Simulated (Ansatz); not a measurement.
Working through a comparison of norm-conserving and PAW potentials of Ti2Rh, space group I4/mmm

Computed with Ansatz 0.2.0, Python API.

Run as a notebook:

```python
import ansatz as az
import numpy as np
from tabulate import tabulate
```

```python
def count_gap(report):
    # lowest empty less highest filled band, counting bands; zero where they overlap
    return max(report.get("gap_by_band_count_ev") or 0.0, 0.0)
```

```python
vectors = np.array([
    [-1.525995, 1.525995, 4.907968],
    [1.525995, -1.525995, 4.907968],
    [1.525995, 1.525995, -4.907968],
])
structure = (
    az.Lattice.of(vectors)
    .atom("Ti", [0.661579, 0.661579, 0.0])
    .atom("Ti", [0.338421, 0.338421, 0.0])
    .atom("Rh", [0.0, 0.0, 0.0])
)
```

```python
setup = structure.calculation()
setup = setup.functional("pbesol").kpoints(6, 6, 6)
setup = setup.occupations("methfessel_paxton").scf(max_iterations=100)
setup = setup.stress().forces()
setup = setup.band_table()
variants = {
    "PAW": setup.pseudopotentials("paw"),
    "norm-conserving": setup.pseudopotentials("nc"),
}
rows = []
for label, variant in variants.items():
    rep = variant.run(threads=1, pin="off").report
    levels = np.array(rep["eigenvalues_ev"][0]) - rep["fermi_energy_ev"]
    print(label, "levels at the first k-point near E_F:", np.round(levels[np.abs(levels) < 5], 3))
    rows.append((label, rep["n_electrons"], np.trace(rep["stress_gpa"]) / 3, float(np.abs(rep["forces_ev_ang"]).max()), count_gap(rep)))
print(tabulate(rows, headers=["treatment", "electrons in bands", "P GPa", "max force component eV/A", "gap by band count eV"], floatfmt=".4f", tablefmt="github"))
```

    DeckWarning: basis.ecutwfc = 420 eV, auto-derived from the records' recommended cutoffs: set by Ti (normal level)
    PAW levels at the first k-point near E_F: [-4.432 -4.38  -2.478 -2.254 -2.254 -1.748 -1.502  1.459  1.459  1.564
      1.656  2.113]
    DeckWarning: basis.ecutwfc = 1197.300995 eV, auto-derived from the records' recommended cutoffs: set by Rh (normal level)
    norm-conserving levels at the first k-point near E_F: [-4.433 -4.385 -2.482 -2.253 -2.253 -1.744 -1.499  1.467  1.467  1.571
      1.655  2.123]
    | treatment       |   electrons in bands |   P GPa |   max force component eV/A |   gap by band count eV |
    |-----------------|----------------------|---------|----------------------------|------------------------|
    | PAW             |              41.0000 | -4.1632 |                     0.0228 |                 0.0000 |
    | norm-conserving |              41.0000 | -4.0575 |                     0.0228 |                 0.0000 |

PAW gives -4.163 GPa and norm-conserving -4.057 GPa, 0.11 GPa apart. They took 2.1 and 9.6 s of processor time.

What to keep in mind:
- The settings weren't tested for convergence.
- The computed bands are complete only to about 1.3 eV above the Fermi level.
- For a metal this k-point mesh is coarse: on a finer one energies can move by several to tens of meV an atom and pressures by half a GPa or more, differences at one mesh by less.
- A gap by band count of zero or less means overlapping bands, a metal, and at an odd count of electrons it is no gap at all.
- The structure comes from a database of computed cells and needn't be a stable or known phase.
- Levels are Kohn-Sham eigenvalues on this mesh, without spin-orbit coupling.
- Warnings are shown shortened and without file and line.
- Stress is positive in compression.
- Wall time of the script: 13 s on 1 thread of AMD EPYC 7R43 64-Core Processor (Zen 3), on a shared host, peak memory 0.52 GiB.
